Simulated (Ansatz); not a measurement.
Task: a comparison of enthalpies under pressure of two structures of CoH, with the Ansatz DFT code, driven from Python. Give the script and its output. Use (first run): LDA, PAW, cutoff 422 eV, 10×10×10 k-points, Fermi-Dirac smearing of 0.1 eV, collinear spin.

`run_transition.py`:
```python
"""Enthalpies of two structures of CoH under pressure."""

import warnings

import ansatz as az
import numpy as np
from tabulate import tabulate


def cscl(a_site, b_site, a):
    return (
        az.Lattice.cubic(a)
        .space_group(221)
        .atom(a_site, (0, 0, 0))
        .atom(b_site, (0.5, 0.5, 0.5))
    )


def rocksalt(first, second, a):
    return az.Crystal.rocksalt(first, second, a=a)


def compute(name, crystal, pressure=0.0):
    calc = (
        crystal.calculation()
        .functional("lda")
        .basis(31 * az.Ry, density_ratio=8)
        .mixing("anderson", beta=0.3)
        .scf(lower_state_search="light")
        .kpoints(spacing=0.3)
        .occupations("fermi_dirac", width=0.1)
        .spin("collinear")
    )
    calc = calc.relax(force_tolerance=0.02, max_steps=40, cell=True, pressure=pressure)
    return calc.run(threads=1)


def volume_per_atom(outcome):
    return abs(np.linalg.det(outcome.lattice.cell_ang)) / len(outcome.lattice.sites)

warnings.simplefilter("ignore", az.DeckWarning)

phases = {}
phases["CsCl"] = cscl("Co", "H", 2.27).moments(Co=2.5)
phases["rocksalt"] = rocksalt("Co", "H", 3.69).moments(Co=2.5)

# H = E + PV, with 1 eV per cubic angstrom equal to 160.2 GPa
pressures = [0, 15, 30, 45]
enthalpy, volume = {name: [] for name in phases}, {name: [] for name in phases}
for p in pressures:
    for name, crystal in phases.items():
        o = compute(name, crystal, pressure=p)
        volume[name].append(volume_per_atom(o))
        enthalpy[name].append(o.report["energy_sigma0_ev"] / len(o.lattice.sites) + p * volume[name][-1] / 160.21766)
gap = np.array(enthalpy["rocksalt"]) - np.array(enthalpy["CsCl"])
rows = [(p, va, vb, 1000 * d) for p, va, vb, d in zip(pressures, volume["CsCl"], volume["rocksalt"], gap)]
print(tabulate(rows, headers=["P (GPa)", "V CsCl (A^3/atom)", "V rocksalt (A^3/atom)", "H(rocksalt) - H(CsCl) (meV/atom)"], floatfmt=".4f", tablefmt="plain"))
crossings = [p0 - g0 * (p1 - p0) / (g1 - g0) for p0, p1, g0, g1 in zip(pressures, pressures[1:], gap, gap[1:]) if g0 * g1 < 0]
print("crossing near", [round(float(p), 1) for p in crossings], "GPa") if crossings else print("no crossing in this range")
```

Output of `python run_transition.py`:
```text
  P (GPa)    V CsCl (A^3/atom)    V rocksalt (A^3/atom)    H(rocksalt) - H(CsCl) (meV/atom)
        0               6.3993                   5.8919                           -530.9664
       15               6.0213                   5.5960                           -574.1775
       30               5.7370                   5.3665                           -611.4653
       45               5.4989                   5.1790                           -644.4671
no crossing in this range
```

Caveats:
- These settings explore the input space; cutoff and mesh may be short of convergence.
- Other magnetic orders than the one started from may lie lower.
- At a fixed pressure a relaxation lowers the enthalpy F + PV, while F alone can rise.
- For the metals among these phases the mesh is modest: differences between phases can be off by up to 40 meV an atom.
- Only these two structures are compared, at zero temperature and with their symmetry kept; either may be hypothetical, and another phase may be lower than both. Magnetic phases start from parallel moments and may not end in their lowest magnetic state. Differences under about 40 meV an atom lie within the error of mesh and functional.
- The cells are prototypes set up for this calculation and needn't exist.
- It ran for 2 min on 1 thread of Arm Neoverse V1 (shared host), peak memory 0.37 GiB.
